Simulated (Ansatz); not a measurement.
# AlCu2: from a guess to a relaxed structure

The task: take a trial cell of AlCu2 to zero force and stress.

Program: Ansatz 0.2.0. Level of theory: DFT PBE, scalar-relativistic, plane waves, PAW. These are calculated values, not measurements.

## Step 1: The starting structure

The structure is hexagonal, space group P6/mmm (No. 191). Conventional cell: a = 4.169 Å, b = 4.169 Å, c = 2.593 Å, α = 90.00°, β = 90.00°, γ = 120.00°. Al (site symmetry 6/mmm) is surrounded by 2 Al at 2.59 Å and 12 Cu at 2.73 Å. Around Cu (site symmetry -6m2) lie 5 Cu at 2.41 to 2.59 Å and 6 Al at 2.73 Å.

Structure file:

```cif
data_structure
_symmetry_space_group_name_H-M 'P 1'
_symmetry_Int_Tables_number 1
_cell_length_a 4.1694
_cell_length_b 4.1694
_cell_length_c 2.5926
_cell_angle_alpha 90.000
_cell_angle_beta 90.000
_cell_angle_gamma 120.000
_cell_volume 39.03
loop_
_atom_site_label
_atom_site_type_symbol
_atom_site_fract_x
_atom_site_fract_y
_atom_site_fract_z
_atom_site_occupancy
Al1 Al 0.00000 0.00000 0.00000 1
Cu1 Cu 0.33333 0.66667 0.50000 1
Cu2 Cu 0.66667 0.33333 0.50000 1
```

The start is the relaxed end of an invented cell (made as: TbCd2 type (P6/mmm, No. 191)), taken up again for a closer look.

## Step 2: The guess as it stands, on a coarse mesh

The input, input.yaml:

```yaml
crystal:
  lattice:
    - [4.1694351, 0.0, 0.0]
    - [-2.0847175, 3.6108367, 0.0]
    - [0.0, 0.0, 2.5925999]
  atoms:
    - { symbol: Al, position: [0.0, 0.0, 0.0] }
    - { symbol: Cu, position: [0.3333333, 0.6666667, 0.5] }
    - { symbol: Cu, position: [0.6666667, 0.3333333, 0.5] }
basis:
  ecutwfc: 420
kpoints:
  mp_grid: { grid: [6, 6, 6] }
hamiltonian:
  xc: pbe
scf:
  occupations: { method: gaussian, width: 0.1 }
  lower_state_search: "off"
output:
  forces: true
  stress: true
  eigenvalues: true
```

Run with:

```
$ ansatz run input.yaml --threads 1 --pin off --max-ram 3072MiB --backend cpu --events-out ev --progress --plain --runs-dir out
```

The program printed (excerpt; [...] marks lines left out):

```text
Warning: RAYON_NUM_THREADS=1 ignored (pool sized by the plan → 1); use --threads N
[...]
Pseudopotentials: kind: paw
Pseudopotential: Al, paw, valence charge 3, recommended cutoff 420 eV (normal), Al.paw.azcp
Pseudopotential: Cu, paw, valence charge 19, recommended cutoff 420 eV (normal), Cu.paw.azcp
Functional definition: PBE
[...]
Crystal: 3 atoms, lattice volume = 39.032 Å³
Basis set: ecut = 420 eV, 747 PW (Γ), exchange–correlation on 60×60×36 points (8 copies of the dense FFT grid, shifted against one another)
Bands: 25, of which v1, the nominal top of the filled ones, is band 21 counted from 1 (20 counted from 0)
Symmetry: 24 space group operations
Space group: P6/mmm (ITA 191), of the structure as read, at distance tolerance 3.4e-5 Å
k-points: 28 of 216
[...]
SCF iter   1: F=—  HF=-13788.231958 eV  |F-HF|=—  |Δ(HF+E_count)|=         —  Δρ=4.62e-3  dr2=5.81e-3  ethr=1.77e-3  ⟨swp⟩=5.2  Hψ=2573  notcnv=0
[...]
SCF iter   6: F=-13788.230840 eV  HF=-13788.230840 eV  |F-HF|=8.19e-11  |Δ(HF+E_count)|=   7.16e-8  Δρ=9.06e-7  dr2=9.23e-11  ethr=9.10e-11  ⟨swp⟩=4.1  Hψ=2596  notcnv=0
[...]
SCF converged after 6 iterations
Free energy (F): -13788.230840 eV
[...]
E sigma→0 (E₀):  -13788.229208 eV
Entropy (-TS):   -0.003265 eV (-1.088 meV/atom)
Fermi energy:    14.032597 eV
[...]
--- Forces (eV/Å), atoms counted from 1 ---
  atom   1  Al    -0.00000000    -0.00000000     0.00000000
  atom   2  Cu     0.00000000     0.00000000     0.00000000
  atom   3  Cu     0.00000000    -0.00000000    -0.00000000
[...]
--- Stress (GPa, compression-positive) ---
        1.375781      -0.000000       0.000000
       -0.000000       1.375781       0.000000
        0.000000       0.000000      -2.608458
  P = ⅓ Tr σ = 0.0477 GPa (0.477 kbar)
--- Band table (eV; the first three rows and the last of 28) ---
  k-point 0: bands = ["-99.2940", "-99.2781", "-56.6966", "-56.6966", "-56.6317", "-56.6212", "-56.6212", "-56.6177", "3.1811", "9.3636", "9.4086", "9.4086", "9.9752", "10.1006", "10.1006", "10.8004", "10.8004", "11.3282", "11.3282", "15.4558", "15.4558", "15.5114", "15.8629", "15.8629", "18.8750"]
[...]
```

It took 1.7 s on 1 thread of Arm Neoverse V2, shared host; peak memory 0.3 GiB.

Read-out: pressure 0.0 GPa, largest force 0.00 eV/Å, gap on this mesh none (metal). The coarse relaxation is skipped.

## Step 3: Relaxation on the finer mesh

Changes to input.yaml since step 2:

```diff
@@ -12,3 +12,3 @@
 kpoints:
-  mp_grid: { grid: [6, 6, 6] }
+  mp_grid: { grid: [12, 12, 18] }
 hamiltonian:
@@ -17,3 +17,2 @@
   occupations: { method: gaussian, width: 0.1 }
-  lower_state_search: "off"
 output:
@@ -22 +21,10 @@
   eigenvalues: true
+  write_density: true
+  write_potential: true
+  elf: true
+  volumetric_format: npy
+relax:
+  adjacent_minimum: "off"
+  f_tol: 0.01
+  max_steps: 80
+  cell: { stress_tol: 0.05 }
```

Run with:

```
$ ansatz run input.yaml --threads 1 --pin off --max-ram 3072MiB --backend cpu --events-out ev --progress --plain --runs-dir out
```

The program printed (excerpt; [...] marks lines left out):

```text
Warning: RAYON_NUM_THREADS=1 ignored (pool sized by the plan → 1); use --threads N
[...]
[... 4 set-up lines as earlier in the session ...]
[...]
Crystal: 3 atoms, lattice volume = 39.032 Å³
Basis set: ecut = 420 eV, 747 PW (Γ), exchange–correlation on 60×60×36 points (8 copies of the dense FFT grid, shifted against one another)
Bands: 25, of which v1, the nominal top of the filled ones, is band 21 counted from 1 (20 counted from 0)
[... 2 set-up lines as earlier in the session ...]
k-points: 190 of 2592
[...]
SCF iter   1: F=—  HF=-13788.230909 eV  |F-HF|=—  |Δ(HF+E_count)|=         —  Δρ=4.31e-3  dr2=5.43e-3  ethr=1.77e-3  ⟨swp⟩=5.0  Hψ=17355  notcnv=0
[...]
  atom   2  Cu     0.00000000    -0.00000000    -0.00000000
  atom   3  Cu    -0.00000000     0.00000000     0.00000000
[...]
--- Stress (GPa, compression-positive) ---
        0.004439      -0.000000      -0.000000
       -0.000000       0.004439       0.000000
        0.000000       0.000000       0.019431
  P = ⅓ Tr σ = 0.0094 GPa (0.094 kbar)
--- Band table (eV; the first three rows and the last of 190) ---
[... band rows left out ...]
[...]
--- Relaxed structure (1 steps of the walk, 1 accepted, 1 SCFs on fresh bases) ---
  F+E_penalty+E_count = -13788.23030088 eV   max|allowed force component| = 3.084e-17 eV/Å   (the final SCF, on the basis selected at the relaxed cell)
  cell:  # Å, volume = 39.0320 Å³
    - [4.169435090744781, -2.8867513516815983e-8, 0.0]
    - [-2.08471752037239, 3.6108367224490125, 0.0]
    - [0.0, 0.0, 2.5925999]
  atoms:
    - { symbol: Al, position: [0.0, 0.0, 0.0] }
    - { symbol: Cu, position: [0.33333333333333337, 0.6666666666666666, 0.5000000000000001] }
    - { symbol: Cu, position: [0.6666666666666666, 0.3333333333333334, 0.5000000000000001] }
```

Run time: 23 s. Hardware: 1 thread of Arm Neoverse V2, shared host; peak memory 0.43 GiB.

Step by step:

```
step  energy from step 1 (eV/cell)  largest force component (eV/Å)  pressure (GPa)  volume (Å³)
   1                        0.0000                          0.0000            0.01        39.03
   2                        0.0000                          0.0000            0.01        39.03
```

Step 1 is the start. Step 2 repeats the geometry before it on a plane-wave basis chosen anew for that cell, so its energy need not be comparable with the rows above.

|  | before | after | change |
| --- | --- | --- | --- |
| a (Å) | 4.169 | 4.169 | 0.0 % |
| b (Å) | 4.169 | 4.169 | 0.0 % |
| c (Å) | 2.593 | 2.593 | 0.0 % |
| volume (Å³/atom) | 13.01 | 13.01 | 0.0 % |
| shortest distance (Å) | 2.407 | 2.407 | 0.0 % |
| space group (0.01 Å) | P6/mmm | P6/mmm | same |

Forces and stress were held to the start's 24 operations: a distortion of lower symmetry was not tested.

Density in a lattice plane of the grid's cell (edges 4.17 and 4.17 Å, at 0.500 of the third edge), which holds Cu.

Ten even steps from '0' (0.21 e/Å³) to '9' (56.42 e/Å³):
```
000000000000000000000000
000000000000000000000000
000000000000000000000000
000000001110000000000000
000000023431000000000000
000000258741000000000000
000001479631000000000000
000001465310000000000000
000001221000000000000000
000000000000000000000000
000000000000000012210000
000000000000001356410000
000000000000013697410000
000000000000014785200000
000000000000013432000000
000000000000001110000000
000000000000000000000000
000000000000000000000000
000000000000000000000000
000000000000000000000000
```
Columns run along the first of these edges and rows up along the second, over one cell in 24 and 20 even steps from the bottom left corner. Atoms in the plane (fractional): Cu at (0.33, 0.67), Cu at (0.67, 0.33).

ELF in the same plane.

Ten even steps from ' ' (0.17) to '@' (0.88):
```
******++++==::....            ..::--==++++******
****++==--::..                  ..--==++********
**++==--::                      ..--==++++******
++==--..        ..::::..        ..--====++++++++
----..      ..--++**++--..      ..----==========
::..      ..--##@@@@**--..      ::::::::::::::::
....      ::**@@@@%%==..      ..........  ......
..      ..--**####==::        ..                
        ..::--==--..                            
            ....                  ....          
                              ..--==--::..      
..                ..        ::==####**--..      
........  ..........      ..==%%@@@@**::      ..
::::::::::::::::::      ..--**@@@@##--..      ..
--==========----..      ..--++**++--..      ..--
++++++++++====--..        ..::::..        ..--==
********++++==--..                      ::--==++
**********++==--..                  ..::--==++**
********++++==--::..            ....::==++++****
********++==--::::....      ....::::--==++******
```
Columns run along the first of these edges and rows up along the second, over one cell in 24 and 20 even steps from the bottom left corner. Atoms in the plane (fractional): Cu at (0.33, 0.67), Cu at (0.67, 0.33).

Both are smooth fields of the valence electrons: close to the nuclei they are not physical.

Maxima of ELF outside the ion cores: 0.67 on the Al–Al line, 1.2 Å from Al.

## Step 4: Changing settings: xc_grid 4

Changes to input.yaml since step 3:

```diff
@@ -11,2 +11,3 @@
   ecutwfc: 420
+  xc_grid: 4
 kpoints:
@@ -19,8 +20,4 @@
   forces: true
+  eigenvalues: true
   stress: true
-  eigenvalues: true
-  write_density: true
-  write_potential: true
-  elf: true
-  volumetric_format: npy
 relax:
```

Run with:

```
$ ansatz run input.yaml --threads 1 --pin off --max-ram 3072MiB --backend cpu --events-out ev --progress --plain --runs-dir out
```

The program printed (excerpt; [...] marks lines left out):

```text
Warning: RAYON_NUM_THREADS=1 ignored (pool sized by the plan → 1); use --threads N
[...]
[... 4 set-up lines as earlier in the session ...]
[...]
Crystal: 3 atoms, lattice volume = 39.032 Å³
Basis set: ecut = 420 eV, 747 PW (Γ), exchange–correlation on 120×120×72 points (64 copies of the dense FFT grid, shifted against one another)
Bands: 25, of which v1, the nominal top of the filled ones, is band 21 counted from 1 (20 counted from 0)
[... 2 set-up lines as earlier in the session ...]
k-points: 190 of 2592
[...]
SCF iter   1: F=—  HF=-13788.230945 eV  |F-HF|=—  |Δ(HF+E_count)|=         —  Δρ=4.31e-3  dr2=5.43e-3  ethr=1.77e-3  ⟨swp⟩=5.0  Hψ=17355  notcnv=0
[...]
  atom   2  Cu     0.00000000     0.00000000    -0.00000000
  atom   3  Cu     0.00000000    -0.00000000     0.00000000
[...]
--- Stress (GPa, compression-positive) ---
        0.004445      -0.000000      -0.000000
        0.000000       0.004445       0.000000
       -0.000000       0.000000       0.019447
  P = ⅓ Tr σ = 0.0094 GPa (0.094 kbar)
--- Band table (eV; the first three rows and the last of 190) ---
[... band rows left out ...]
[...]
--- Relaxed structure (1 steps of the walk, 1 accepted, 1 SCFs on fresh bases) ---
  F+E_penalty+E_count = -13788.23030443 eV   max|allowed force component| = 2.467e-17 eV/Å   (the final SCF, on the basis selected at the relaxed cell)
  cell:  # Å, volume = 39.0320 Å³
    - [4.169435090744781, -2.8867513516815983e-8, 0.0]
    - [-2.08471752037239, 3.6108367224490125, 0.0]
    - [0.0, 0.0, 2.5925999]
  atoms:
    - { symbol: Al, position: [0.0, 0.0, 0.0] }
    - { symbol: Cu, position: [0.33333333333333337, 0.6666666666666666, 0.5000000000000001] }
    - { symbol: Cu, position: [0.6666666666666666, 0.3333333333333334, 0.5000000000000001] }
```

It took 23 s on 1 thread of Arm Neoverse V2, shared host; peak memory 0.47 GiB.

| run | ending | energy change | pressure (GPa) | gap (eV) | force (eV/Å) | cycles | time |
| --- | --- | --- | --- | --- | --- | --- | --- |
| step 3 | converged | 0 | 0.0 | 0.00 | 0.00 | - | 23 s |
| variant | converged | 0.0 meV/atom | 0.0 | 0.00 | 0.00 | - | 23 s |

Changing the numerical grids leaves the energy as it was (0.0 meV/atom).

## Step 5: What came out

| quantity | value |
| --- | --- |
| symmetry at the end (tolerance 0.05 Å) | space group P6/mmm (No. 191) |
| conventional cell | a = 4.169 Å, b = 4.169 Å, c = 2.593 Å, α = 90.00°, β = 90.00°, γ = 120.00° |
| volume | 13.01 Å³/atom |
| energy over the elements | -0.13 eV/atom |
| gap on the mesh | none (metal) |

The space group P6/mmm (No. 191) is kept, at nearly the size of the first guess. A negative formation energy is needed for stability but isn't enough; other structures and compounds were not set against it here. No finished test with a distortion of lower symmetry is shown, so the end may be a saddle point.
